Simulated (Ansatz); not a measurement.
# Mg+ (doublet): energies up the ladder

Wanted for Mg+ (doublet): energies up the ladder. Charge +1. Spin multiplicity 2.

Computed with Ansatz 0.2.0 (the levels named in each step, unless a step's input says otherwise).

### Step 1. The structure to begin with

Coordinates:

```xyz
1

Mg    0.0000    0.0000    0.0000
```

### Step 2. Single point, PBE0/def2-TZVPP

input.yaml reads:

```yaml
crystal:
  periodic: [false, false, false]
  atoms:
    - { symbol: Mg, position_ang: [0.0, 0.0, 0.0] }
magnetization:
  spin_polarized: true
  initial_magnetization: 1
total_charge: 1
basis:
  gaussian: { orbitals: def2-TZVPP }
hamiltonian:
  xc: pbe0
```

Started as:

```bash
$ ansatz run input.yaml --threads 1 --pin off --max-ram 2560MiB --backend cpu --events-out ev --progress --plain --runs-dir out
```

The runs that follow: Single point, PBE/def2-TZVPP; Single point, r2SCAN/def2-TZVPP; Single point, B3LYP/def2-TZVPP; Single point, wB97M-V/def2-TZVPP; Single point, B2PLYP/def2-TZVPP; Single point, LDA/def2-TZVPP; Single point, PBE0/def2-SVP; Single point, PBE/def2-SVP; Single point, CCSD(T)/def2-TZVPP; Single point, CCSD(T)/def2-QZVPP.

What does the calculation give? Wanted: energy at CCSD(T)/CBS.

**Answer**, as computed:

| quantity | value |
| --- | --- |
| energy at CCSD(T)/CBS | -5431.504 eV |

These totals serve in differences with atoms or fragments at the same level; alone they don't rank the methods.
